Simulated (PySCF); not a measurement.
# CoF6 ([CoF6]2-): the cost of one run

Programs: PySCF 2.14.0, with routines of our own; each step states its level. All values are computed. Atoms count from 0.

## (1) The starting structure

7 atoms, charge -2, states of the metal's open shell are computed; geometry from: model geometry, bond lengths from ionic radii.

## (2) Ligand-field states: state-averaged CASSCF in water

What the job is given:

```
{"job": {"kind": "lf", "basis": {"metal": "x2c-TZVPall", "ligand": "x2c-SVPall"}, "nevpt": true, "solvent": "water"}, "charge": -2, "metal": "Co", "open_shell": "d5"}
Co     0.000000     0.000000     0.000000
F      0.000000     0.000000     1.830000
F      0.000000     0.000000    -1.830000
F      1.830000     0.000000     0.000000
F     -1.830000     0.000000     0.000000
F      0.000000     1.830000     0.000000
F     -0.000000    -1.830000     0.000000
```

With the program's defaults for keys left out, this is: state-averaged CASSCF of the metal d shell, SC-NEVPT2 on the averaged canonical orbitals, state-interaction spin-orbit coupling.

Started as:

```
> OMP_NUM_THREADS=1 python lf_run.py task.json out
```

The driver reads the jobs from task.json and runs them one after another.

Q: Estimate the wall time and peak memory of this first job on 1 thread of Arm Neoverse V1, shared host.

About 14 s, with a peak of 0.32 GiB.
